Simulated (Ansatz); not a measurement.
# Cl2GaH2: the cost of one run

All numbers below are computed with Ansatz 0.2.0 (UKS PBE0/def2-SVP).

## (1) The starting structure

Bond lengths: Ga1–Cl2 2.490 Å, Ga1–H3 1.570 Å, Ga1–H4 1.570 Å, Cl2–Cl5 2.340 Å. Angles: Ga1–Cl2–Cl5 180.0°, Cl2–Ga1–H3 120.0°, Cl2–Ga1–H4 120.0°, H3–Ga1–H4 120.0°.

As a file:

```xyz
5

Ga    0.0000    0.0000    0.0000
Cl    0.0000    0.0000    2.4900
H     1.3596    0.0000   -0.7850
H    -1.3596    0.0000   -0.7850
Cl    0.0000    0.0000    4.8300
```

## (2) Pulling towards end A

Springs on the bonds that form and break draw the guess towards this end; the thresholds are loose.

input.yaml

```yaml
crystal:
  periodic: [false, false, false]
  atoms:
    - { symbol: Ga, position_ang: [0.0, 0.0, 0.0] }
    - { symbol: Cl, position_ang: [0.0, 0.0, 2.49] }
    - { symbol: H, position_ang: [1.3596, 0.0, -0.785] }
    - { symbol: H, position_ang: [-1.3596, 0.0, -0.785] }
    - { symbol: Cl, position_ang: [0.0, 0.0, 4.83] }
magnetization:
  spin_polarized: true
  initial_magnetization: 1
basis:
  gaussian: { orbitals: def2-SVP }
hamiltonian:
  xc: pbe0
relax:
  f_tol: 0.15
  max_steps: 25
  restrain:
    - { distance: [1, 4], at: 3.24, k: 30.0 }
    - { distance: [0, 1], at: 2.24, k: 30.0 }
output:
  orbitals: {}
```

Command:

```
$ ansatz run input.yaml --threads 2 --pin off --max-ram 3072MiB --backend cpu --events-out ev --progress --plain --runs-dir out
```

**Question.** How long does this run take on 2 threads of Arm Neoverse V1, shared host, and how much memory does it need?

About 20 s, with a peak of 0.26 GiB.
